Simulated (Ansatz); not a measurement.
# F₂GaHO: vertical ionisation energy

An exercise on one series of results from a longer session: the logs are not shown, and one member is left open.

Computed with Ansatz 0.2.0, Gaussian basis. Level: unrestricted cation, the program's frozen cores in correlated methods.

Levels to be run: UKS PBE-D4/def2-TZVPP; UKS r2SCAN-D4/def2-TZVPP; UKS PBE0-D4/def2-TZVPP; UKS B3LYP-D4/def2-TZVPP; UKS wB97X-V/def2-TZVPP; UKS wB97M-V/def2-TZVPP; UKS B2PLYP/def2-TZVPP; UHF-CCSD(T)/def2-TZVPP; UHF-MP2/def2-QZVPP; extrapolation to the limit; then −ε(HOMO) from the neutral's earlier runs with LDA (SPW92), PBE-D4, revPBE-D4, BLYP-D4, r2SCAN-D4, B97M-V, PBE0-D4, B3LYP-D4, r2SCANh-D4, r2SCAN0-D4, HSE06-D4, BHLYP-D4, CAM-B3LYP-D4, LC-ωPBE, ωB97X-V, ωB97M-V.

## The geometry

All runs share one geometry, relaxed beforehand with PBE0-D4 in a triple-zeta def2 set.

SMILES `[OH][Ga]([F])[F]`, 5 atoms, charge 0, spin multiplicity 1.

Atoms are counted from 1 here; the program's logs count them from 0.

Bond lengths: O1–Ga2 1.757 Å, O1–H5 0.961 Å, Ga2–F3 1.728 Å, Ga2–F4 1.738 Å. Angles: Ga2–O1–H5 112.9°, O1–Ga2–F3 120.8°, O1–Ga2–F4 122.1°, F3–Ga2–F4 117.1°.

Geometry (Å):

```xyz
5
charge 0, multiplicity 1
O     0.0212    1.3344    0.0843
Ga    0.1861   -0.4151    0.1038
F     1.4334   -1.1767    1.0266
F    -0.8827   -1.4521   -0.7919
H    -0.7081    1.6358   -0.4642
```

The first run:

in.yaml

```yaml
crystal:
  periodic: [false, false, false]
  atoms:
    - {symbol: O, position_ang: [0.021227, 1.334424, 0.084289]}
    - {symbol: Ga, position_ang: [0.186123, -0.415058, 0.103773]}
    - {symbol: F, position_ang: [1.433421, -1.176672, 1.026604]}
    - {symbol: F, position_ang: [-0.882683, -1.452130, -0.791940]}
    - {symbol: H, position_ang: [-0.708088, 1.635835, -0.464227]}
basis:
  gaussian: {orbitals: def2-TZVPP}
total_charge: 1
magnetization: {spin_polarized: true, initial_magnetization: 1}
hamiltonian: {xc: pbe, dispersion: d4}
```

Launch:

```
> ansatz run in.yaml --threads 4 --pin off --events-out ev --progress --plain --max-ram 10444MiB
```

Steps of the session up to this table: Cation, UKS PBE-D4/def2-TZVPP; Cation, UKS r2SCAN-D4/def2-TZVPP; Cation, UKS PBE0-D4/def2-TZVPP; Cation, UKS B3LYP-D4/def2-TZVPP; Cation, UKS wB97X-V/def2-TZVPP; Cation, UKS wB97M-V/def2-TZVPP; Cation, UKS B2PLYP (frozen core)/def2-TZVPP; Cation, UHF-CCSD(T)/def2-TZVPP; Cation, UHF-MP2/def2-QZVPP.

One table of the session follows, with a row left open; its other results are not shown here.

It belongs to the step «Ionisation energies side by side». Orbital estimates, from the neutral's runs:

| functional | −ε(HOMO) (eV) |
| --- | --- |
| LDA (SPW92) | 8.51 |
| PBE-D4 | 8.24 |
| revPBE-D4 | 8.14 |
| BLYP-D4 | 8.16 |
| r2SCAN-D4 | 8.64 |
| B97M-V | ? |
| PBE0-D4 | 9.99 |
| B3LYP-D4 | 9.73 |
| r2SCANh-D4 | 9.29 |
| r2SCAN0-D4 | 10.29 |
| HSE06-D4 | 9.58 |
| BHLYP-D4 | 11.71 |
| CAM-B3LYP-D4 | 11.56 |
| LC-ωPBE | 12.93 |
| ωB97X-V | 12.55 |
| ωB97M-V | 12.49 |

**Question.** Estimate the row for B97M-V.

As computed: −ε(HOMO) (eV): 8.69. In the column «−ε(HOMO) (eV)» it lies between r2SCAN-D4 (8.64) and r2SCANh-D4 (9.29).
